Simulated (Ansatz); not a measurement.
# CH₃BiF₂: small, medium and large basis sets

One table from this session's results is given with a row withheld; the runs are named, their logs left out.

The runs use Ansatz 0.2.0, Gaussian basis; one geometry, several basis sets.

Plan: PBE0-D4/def2-SVP; ωB97M-V/def2-SVP; PBE0-D4/def2-QZVPP; ωB97M-V/def2-QZVPP; the functionals' def2-TZVPP values are taken from earlier runs.

## Structure used throughout

An earlier PBE0-D4 in a triple-zeta def2 set relaxation fixed the geometry. Bi takes the def2 core potential; no spin-orbit term is included.

7 atoms, charge 0, spin multiplicity 1.

Atoms are counted from 1 here; the program's logs count them from 0.

Bond lengths: C1–Bi2 2.220 Å, C1–H5 1.091 Å, C1–H6 1.090 Å, C1–H7 1.091 Å, Bi2–F3 2.010 Å, Bi2–F4 2.010 Å. Angles: Bi2–C1–H5 110.1°, Bi2–C1–H6 106.2°, Bi2–C1–H7 110.0°, H5–C1–H6 110.2°, H5–C1–H7 110.2°, H6–C1–H7 110.2°, C1–Bi2–F3 92.2°, C1–Bi2–F4 92.2°, F3–Bi2–F4 96.0°.

Set-up of the first run:

The input, in.yaml:

```yaml
crystal:
  periodic: [false, false, false]
  atoms:
    - {symbol: C, position_ang: [-0.294042, 0.794295, -0.310526]}
    - {symbol: Bi, position_ang: [0.912213, -1.066791, -0.418297]}
    - {symbol: F, position_ang: [1.581597, -0.834027, 1.462537]}
    - {symbol: F, position_ang: [-0.668430, -2.212182, 0.060789]}
    - {symbol: H, position_ang: [-0.972377, 0.850521, -1.162971]}
    - {symbol: H, position_ang: [-0.861562, 0.735950, 0.617903]}
    - {symbol: H, position_ang: [0.363901, 1.664231, -0.295036]}
basis:
  gaussian: {orbitals: def2-SVP}
hamiltonian: {xc: pbe0, dispersion: d4}
output: {orbitals: {seedname: orbitals}}
```

Steps of the session up to this table: PBE0-D4 in def2-SVP; ωB97M-V in def2-SVP; PBE0-D4 in def2-QZVPP; ωB97M-V in def2-QZVPP.

One of the session's tables, all rows but one given; the rest of the session is left out.

It belongs to the step «Density functionals: the series». 

| functional | basis | HOMO (eV) |
| --- | --- | --- |
| PBE0-D4 | def2-SVP | -7.73 |
| PBE0-D4 | def2-TZVPP | -7.88 |
| PBE0-D4 | def2-QZVPP | -7.91 |
| ωB97M-V | def2-SVP | -9.81 |
| ωB97M-V | def2-TZVPP | ? |
| ωB97M-V | def2-QZVPP | -10.02 |

**Question.** Estimate the row for ωB97M-V, def2-TZVPP.

**Answer.** HOMO (eV): -9.99. In the column «HOMO (eV)» it lies between ωB97M-V, def2-QZVPP (-10.02) and ωB97M-V, def2-SVP (-9.81).
